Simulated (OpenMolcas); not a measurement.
# BBrCl2 (bromodichloroborane) at RI-MP2/ANO-RCC-VDZ (DKH2, RICD fitting)

What is the energy change on altering one bond length of BBrCl2 (bromodichloroborane) at RI-MP2/ANO-RCC-VDZ (DKH2, RICD fitting)? 

Program for the calculation: OpenMolcas 26.06.

### Step 1. The structure to begin with

BBrCl2: 4 atoms, total charge 0, spin state singlet. SMILES: `ClB(Cl)Br`. Geometry: relaxed at PBE0-D4/def2-TZVP.

Bond lengths: Cl1–B2 1.735 Å, B2–Cl3 1.735 Å, B2–Br4 1.901 Å. Angles: Cl1–B2–Cl3 120.1°, Cl1–B2–Br4 119.9°, Cl3–B2–Br4 119.9°.

### Step 2. The energy at RI-MP2/ANO-RCC-VDZ (DKH2, RICD fitting)

Contents of job.inp:

```
* BBrCl2 RI-MP2
>>> EXPORT MOLCAS_PRINT=2

&GATEWAY
  Coord
  4
  bohr
  Cl     1.10000958     1.25855760     2.85499823
  B      0.07029781    -0.07199857     0.04176295
  Cl     0.83960532    -3.17322811    -0.69088387
  Br    -1.90503291     1.87290756    -2.24423875
  Basis
  ANO-RCC-VDZ
  Group
  NoSym
  RICD

&SEWARD

&SCF
  PrOrbitals
  1 1

&MBPT2
  Frozen
  20
```

Command:

```
$ export MOLCAS_MEM=1860
$ pymolcas job.inp > job.log
```

The log of the run (excerpt; [...] marks lines left out):

```text
--- Start Module: gateway ---
[...]
--- Stop Module: gateway /rc=_RC_ALL_IS_WELL_ ---
[...]
      Basis functions           57
[...]
--- Start Module: scf ---
[...]
       Convergence after  10 Iterations
[...]
::    Total SCF energy                              -3550.8953931572
[...]
      Total spin, S                                     0.0000000000
[...]
      Total electronic charge=   74.000000
      Total            charge=   -0.000000
[...]
      Dipole Moment (debye):
      Origin of the operator (angstrom)=   -0.2706    0.2650   -0.3342
                   X= -1.0975E-01               Y=  1.0814E-01               Z= -1.2619E-01           Total=  1.9916E-01
      Quadrupole Moment (debye*angstrom):
[...]
--- Stop Module: scf /rc=_RC_ALL_IS_WELL_ ---
--- Start Module: mbpt2 ---
[...]
WARNING!
Default frozen orbitals as non valence orbitals is overwritten by user input.
Default values:  25
[...]
       Reference weight ( Cref**2 )         =        0.92170
::    Total MBPT2 energy                            -3551.0676572185
[...]
--- Stop Module: mbpt2 /rc=_RC_ALL_IS_WELL_ ---
[...]
```

Run time: 6.6 s. Hardware: 1 thread of Intel Xeon Platinum 8488C (Sapphire Rapids), shared host; peak memory 0.24 GiB.

### Step 3. The distorted shape

Contents of job.input:

```
&GATEWAY
COORD
4
bohr
Cl     2.08769194     0.28608753     3.99801986
B      1.05798018    -1.04446864     1.18478458
Cl     1.82728768    -4.14569818     0.45213776
Br    -1.90503291     1.87290756    -2.24423875
BASIS = ANO-RCC-VDZ
GROUP = NoSym
RICD
&SEWARD
&SCF
PRORBITALS = 1 1
&MBPT2
FROZEN = 20
```

Command:

```
$ export MOLCAS_MEM=1860
$ pymolcas job.input > job.log
```

The log of the run (excerpt; [...] marks lines left out):

```text
--- Start Module: gateway ---
[...]
--- Stop Module: gateway /rc=_RC_ALL_IS_WELL_ ---
[...]
      Basis functions           57
[...]
--- Start Module: scf ---
[...]
       Convergence after  13 Iterations
[...]
::    Total SCF energy                              -3550.8031849320
[...]
      Total spin, S                                     0.0000000000
[...]
      Total electronic charge=   74.000000
      Total            charge=   -0.000000
[...]
      Dipole Moment (debye):
      Origin of the operator (angstrom)=   -0.0059    0.0044   -0.0280
                   X=  2.1987E+00               Y= -2.1647E+00               Z=  2.5450E+00           Total=  3.9996E+00
      Quadrupole Moment (debye*angstrom):
[...]
--- Stop Module: scf /rc=_RC_ALL_IS_WELL_ ---
[...]
--- Start Module: mbpt2 ---
[...]
WARNING!
Default frozen orbitals as non valence orbitals is overwritten by user input.
Default values:  25
[...]
       Reference weight ( Cref**2 )         =        0.90020
::    Total MBPT2 energy                            -3550.9889056317
[...]
--- Stop Module: mbpt2 /rc=_RC_ALL_IS_WELL_ ---
[...]
```

Wall time 6.3 s (1 thread of Intel Xeon Platinum 8488C (Sapphire Rapids), shared host); peak memory 0.24 GiB.

### Step 4. Results

At RI-MP2/ANO-RCC-VDZ (DKH2, RICD fitting), 20 core orbitals frozen:

| quantity | value |
| --- | --- |
| first shape: total energy | -3551.06766 Eh |
| first shape: dipole moment (mean-field density) | 0.20 D |
| first shape: HOMO energy (Hartree–Fock orbitals) | -12.12 eV |
| first shape: LUMO energy (Hartree–Fock orbitals) | 1.40 eV |
| first shape: HOMO–LUMO gap (Hartree–Fock orbitals) | 13.52 eV |
| first shape: correlation energy (20 core orbitals frozen) | -172.3 mEh |
| distorted shape: total energy | -3550.98891 Eh |
| distorted shape: dipole moment (mean-field density) | 4.00 D |
| distorted shape: HOMO energy (Hartree–Fock orbitals) | -10.89 eV |
| distorted shape: LUMO energy (Hartree–Fock orbitals) | -1.02 eV |
| distorted shape: HOMO–LUMO gap (Hartree–Fock orbitals) | 9.87 eV |
| distorted shape: correlation energy (20 core orbitals frozen) | -185.7 mEh |
| energy change with the B2–Br4 bond stretched from 1.901 to 2.852 Å | 2.143 eV |

**Reading.** With the B2–Br4 bond stretched from 1.901 to 2.852 Å the energy rises by 2.14 eV (207 kJ/mol). The first shape isn't relaxed at this level, so the change isn't measured from a minimum. Mulliken charges (first shape) of the mean-field density run from -0.06 on Cl1 to +0.11 on B2; they depend strongly on the basis.
